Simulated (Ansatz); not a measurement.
I need a comparison of enthalpies under pressure of two structures of Li2Pt. Use the Ansatz DFT code, driven from Python. Level of theory (first run): PBEsol, PAW, cutoff 517 eV, 8×8×7 k-points, Fermi-Dirac smearing of 0.1 eV.

`transition_li2pt.py`:
```python
'''Enthalpies of two structures of Li2Pt under pressure.'''

import warnings

import ansatz as az
import numpy as np
import pandas as pd

FUNCTIONAL = 'pbesol'
K_SPACING = 0.27
FILLING = 'fermi_dirac'
SIGMA = 0.1


def alb2(first, second, a):
    return (
        az.Lattice.from_parameters(a, a, 1.1 * a, alpha=90, beta=90, gamma=120)
        .space_group(191)
        .atom(first, (0, 0, 0))
        .atom(second, (1 / 3, 2 / 3, 0.5))
    )


def cdi2(A, B, a):
    return (
        az.Lattice.from_parameters(a, a, 1.6 * a, alpha=90, beta=90, gamma=120)
        .space_group(164)
        .atom(A, (0, 0, 0))
        .atom(B, (1 / 3, 2 / 3, 0.25))
    )


def compute(name, crystal, pressure=0.0):
    calc = (
        crystal.calculation()
        .functional(FUNCTIONAL)
        .basis(38 * az.Ry)
        .kpoints(spacing=K_SPACING)
        .occupations(FILLING, width=SIGMA)
    )
    calc = calc.relax(force_tolerance=0.03, cell=True, pressure=pressure)
    return calc.run(threads=1)


def volume_per_atom(outcome):
    return abs(np.linalg.det(outcome.lattice.cell_ang)) / len(outcome.lattice.sites)

warnings.simplefilter('ignore', az.DeckWarning)

phases = {}
phases['AlB2'] = alb2('Pt', 'Li', 3.49)
phases['CdI2'] = cdi2('Pt', 'Li', 3.28)

# enthalpy per atom at each pressure
pressures = [0, 10, 20, 30]
enthalpy, volume = {name: [] for name in phases}, {name: [] for name in phases}
for p in pressures:
    for name, crystal in phases.items():
        o = compute(name, crystal, pressure=p)
        volume[name].append(volume_per_atom(o))
        enthalpy[name].append(o.report['energy_sigma0_ev'] / len(o.lattice.sites) + p * volume[name][-1] / 160.21766)
gap = np.array(enthalpy['CdI2']) - np.array(enthalpy['AlB2'])
rows = [(p, va, vb, 1000 * d) for p, va, vb, d in zip(pressures, volume['AlB2'], volume['CdI2'], gap)]
print(pd.DataFrame(rows, columns=['P (GPa)', 'V AlB2 (A^3/atom)', 'V CdI2 (A^3/atom)', 'H(CdI2) - H(AlB2) (meV/atom)']).round(4).to_string(index=False))
crossings = [p0 - g0 * (p1 - p0) / (g1 - g0) for p0, p1, g0, g1 in zip(pressures, pressures[1:], gap, gap[1:]) if g0 * g1 < 0]
print('crossing near', [round(float(p), 1) for p in crossings], 'GPa') if crossings else print('no crossing in this range')
```

```console
$ python transition_li2pt.py
 P (GPa)  V AlB2 (A^3/atom)  V CdI2 (A^3/atom)  H(CdI2) - H(AlB2) (meV/atom)
       0            13.2986            14.6821                       76.7534
      10            11.7621            12.9534                      152.7364
      20            10.7791            11.9097                      225.2495
      30            10.0865            11.1433                      292.9544
no crossing in this range
```

Notes:
- At a fixed pressure a relaxation lowers the enthalpy F + PV, while F alone can rise.
- For the metals among these phases the mesh is modest: differences between phases can be off by up to 40 meV an atom.
- Spin-orbit coupling, which matters for elements this heavy, is left out.
- Only these two structures are compared, at zero temperature and with their symmetry kept; either may be hypothetical, and another phase may be lower than both. Differences under about 40 meV an atom lie within the error of mesh and functional.
- The cells are prototypes set up for this calculation and needn't exist.
- Finished in 3.7 min on 1 thread of Arm Neoverse V1, with other jobs on the host, peak memory 0.49 GiB.
